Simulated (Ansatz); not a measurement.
# C4H2AlF: basis-set convergence

Aim: see how fast density functionals converge with the basis set for C4H2AlF.

Program: Ansatz 0.2.0, Gaussian basis. Level of theory: one geometry, several basis sets. These are calculated values, not measurements.

The runs, in order: PBE0-D4/def2-SVP; ωB97M-V/def2-SVP; PBE0-D4/def2-QZVPP; ωB97M-V/def2-QZVPP; the functionals' def2-TZVPP values are taken from earlier runs.

### Step 1. The geometry

All runs share one geometry, relaxed beforehand with PBE0-D4 in a triple-zeta def2 set.

8 atoms, charge 0, spin multiplicity 1.

Atoms are counted from 1 here; the program's logs count them from 0.

Bond lengths: F1–Al2 1.647 Å, Al2–C4 1.880 Å, Al2–H7 1.568 Å, C3–C4 1.333 Å, C3–C5 1.546 Å, C3–C6 1.447 Å, C4–C5 1.520 Å, C5–C6 1.318 Å, C6–H8 1.069 Å. Angles: F1–Al2–C4 117.7°, F1–Al2–H7 119.8°, C4–Al2–H7 122.5°, C4–C3–C5 63.2°, C4–C3–C6 115.4°, C5–C3–C6 52.1°, Al2–C4–C3 150.0°, Al2–C4–C5 144.8°, C3–C4–C5 65.2°, C3–C5–C4 51.5°, C3–C5–C6 60.1°, C4–C5–C6 111.6°, C3–C6–C5 67.8°, C3–C6–H8 141.9°, C5–C6–H8 150.3°.

Coordinates:

```xyz
8

F    -1.6161   -2.1682   -1.4946
Al   -0.1610   -1.8289   -0.8009
C     0.8295    0.7553    0.6113
C     0.0668   -0.1269   -0.0345
C    -0.6017    1.2097    0.2437
C     0.2061    2.0327    0.8825
H     0.9728   -2.9127   -0.7987
H     0.3958    2.9820    1.3353
```

### Step 2. PBE0-D4 in def2-SVP

in.yaml reads:

```yaml
crystal:
  periodic: [false, false, false]
  atoms:
    - {symbol: F, position_ang: [-1.616113, -2.168190, -1.494580]}
    - {symbol: Al, position_ang: [-0.161014, -1.828940, -0.800855]}
    - {symbol: C, position_ang: [0.829536, 0.755293, 0.611332]}
    - {symbol: C, position_ang: [0.066831, -0.126898, -0.034481]}
    - {symbol: C, position_ang: [-0.601665, 1.209656, 0.243725]}
    - {symbol: C, position_ang: [0.206065, 2.032736, 0.882462]}
    - {symbol: H, position_ang: [0.972808, -2.912708, -0.798746]}
    - {symbol: H, position_ang: [0.395752, 2.981952, 1.335342]}
basis:
  gaussian: {orbitals: def2-SVP}
hamiltonian: {xc: pbe0, dispersion: d4}
output: {orbitals: {seedname: orbitals}}
```

Command:

```bash
$ ansatz run in.yaml --threads 2 --pin off --events-out ev --progress --plain --max-ram 4352MiB
```

Further steps of the session: ωB97M-V in def2-SVP; PBE0-D4 in def2-QZVPP; ωB97M-V in def2-QZVPP.

Before running them: what should the planned runs give, taken together? Wanted: PBE0-D4: double and triple zeta above quadruple; ωB97M-V: double and triple zeta above quadruple.

**Answer**, as computed:

| quantity | value |
| --- | --- |
| PBE0-D4: double and triple zeta above quadruple | 10.91, 0.59 eV |
| ωB97M-V: double and triple zeta above quadruple | 11.08, 0.55 eV |

For PBE0-D4 the step from double to triple zeta gains 10.32 eV and the next only 0.59 eV. Total energies overstate the basis error of differences, where much of it tends to cancel.
